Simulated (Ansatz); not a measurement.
# YCo4B: the cost of one run

Program: Ansatz 0.2.0. Level of theory: DFT PBEsol, scalar-relativistic, plane waves, PAW. These are calculated values, not measurements.

### 1 The starting structure

The structure is hexagonal, space group P-6m2 (No. 187). The conventional cell has a = 4.992 Å, b = 4.992 Å, c = 3.505 Å, α = 90.00°, β = 90.00°, γ = 120.00°. Y (site symmetry -6m2) has 3 B at 2.88 Å and 15 Co at 2.88 to 3.05 Å in its first shell of neighbours. Around Co (site symmetry mm2) lie 2 B at 2.22 Å and 4 Co at 2.32 to 2.36 Å. Around Co (site symmetry -6m2) lie 6 Co at 2.32 Å and 3 B at 2.88 Å and 3 Y at 2.88 Å. B (site symmetry -6m2) is surrounded by 9 Co at 2.22 to 2.88 Å and 3 Y at 2.88 Å.

Coordinates:

```xyz
6
Lattice="4.9923 0.0000 0.0000 -2.4962 4.3235 0.0000 0.0000 0.0000 3.5046" Properties=species:S:1:pos:R:3 pbc="T T T"
Y     2.4962    1.4412    0.0000
Co    1.3152    3.6417    1.7523
Co   -1.3152    3.6417    1.7523
Co    0.0000    1.3637    1.7523
Co    0.0000    2.8823    0.0000
B     0.0000    0.0000    0.0000
```

(A quick probe on a coarse mesh, which set the mesh and smearing, is not shown.)

### 3 A loose first relaxation

input.yaml

```yaml
crystal:
  lattice:
    - [4.9923474061, 0.0, 0.0]
    - [-2.496173703, 4.3234996782, 0.0]
    - [0.0, 0.0, 3.504561]
  atoms:
    - { symbol: "Y", position: [0.66666667, 0.33333333, 0.0], spin: -0.14 }
    - { symbol: Co, position: [0.68459467, 0.84229733, 0.5], spin: 1.12 }
    - { symbol: Co, position: [0.15770267, 0.84229733, 0.5], spin: 1.12 }
    - { symbol: Co, position: [0.15770267, 0.31540533, 0.5], spin: 1.12 }
    - { symbol: Co, position: [0.33333333, 0.66666667, 0.0], spin: 1.69 }
    - { symbol: B, position: [0.0, 0.0, 0.0] }
basis:
  ecutwfc: 420
kpoints:
  mp_grid: { grid: [6, 6, 6] }
hamiltonian:
  xc: pbesol
scf:
  occupations: { method: gaussian, width: 0.1 }
  lower_state_search: "off"
output:
  forces: true
  stress: true
  eigenvalues: true
  populations: true
magnetization:
  spin_polarized: true
relax:
  adjacent_minimum: "off"
  f_tol: 0.04
  max_steps: 70
  cell: { stress_tol: 0.4 }
```

On the command line:

```bash
$ ansatz run input.yaml --threads 1 --pin off --max-ram 2560MiB --backend cpu --events-out ev --progress --plain --runs-dir out
```

What time and memory should one allow on 1 thread of Arm Neoverse V2, shared host?

About 1.7 min, with a peak of 0.49 GiB.
